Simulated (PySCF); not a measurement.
# PbN+: from the state search to spectroscopic constants

An exercise on one series of results from a longer session: the logs are not shown, and one member is left open.

Computed with PySCF 2.14.0. Level: Pb cc-pVDZ-PP with ECP60, N cc-pVDZ, scalar-relativistic core potentials.

The first run:

Settings of the job:

| Quantity | Value |
| --- | --- |
| atoms | Pb, N |
| charge | 1 |
| basis | Pb cc-pVDZ-PP with ECP60, N cc-pVDZ |
| Hamiltonian | scalar-relativistic core potentials |
| basis functions | 37 |
| electrons treated | 28 |
| masses in u | 207.9766, 14.0031 |
| levels | PBE0, PBE, r²SCAN, r²SCANh, TPSSh, M06, LC-ωPBE, HF, MP2, SCS-MP2, CCSD, CCSD(T) |
| grid | 80 radial by 434 angular points |
| occupations | held fixed by the projection of orbital angular momentum |
| dissociation limit | Pb+ + N, each in its ground configuration |
| starting distance in angstrom | 2.150 |
| values of 2S to try | 0, 2, 4 |

On the command line:

```sh
OMP_NUM_THREADS=1 python dia.py task.json out
```

Among the steps run: Input; PBE0 along the bond; Excited determinants; PBE (GGA); r²SCAN; r²SCANh (hybrid meta-GGA); TPSSh (hybrid meta-GGA); M06 (hybrid meta-GGA); LC-ωPBE (range-separated hybrid); ROHF; Adding correlation.

One table of the session follows, with a row left open; its other results are not shown here.

It belongs to the step «The curves together». Energy (eV) from each level's lowest point:

```
R (Å)   ROHF  ROHF-MP2  ROHF-SCS-MP2  ROHF-CCSD  ROHF-CCSD(T)
1.932  0.830     0.897         0.934        n/a           n/a
2.021  0.339     0.391         0.419      0.460         0.494
2.111  0.085     0.118         0.136      0.163         0.188
2.179  0.007     0.024         0.033      0.048         0.065
2.246  0.000     0.000         0.000      0.000         0.008
2.313  0.046     0.029         0.019      0.000         0.000
2.403  0.169     0.125         0.101      0.051         0.039
2.515      ?         ?             ?          ?             ?
2.650  0.701     0.568         0.502      0.317         0.271
2.830  1.160     0.941         0.843        n/a           n/a
```

**Question.** Estimate the row for R (Å) = 2.515.

Worked estimate for «ROHF». A straight line through the neighbours (2.403, 0.169) and (2.650, 0.701) gives 0.169 + (0.701 − 0.169) × (2.515 − 2.403) / (2.650 − 2.403) = 0.410; a parabola fitted to 4 rows on both sides gives 0.394.

The run gave: ROHF: 0.386; ROHF-MP2: 0.306; ROHF-SCS-MP2: 0.262; ROHF-CCSD: 0.162; ROHF-CCSD(T): 0.135. In «ROHF» the line misses by +0.024 and the parabola by +0.008.
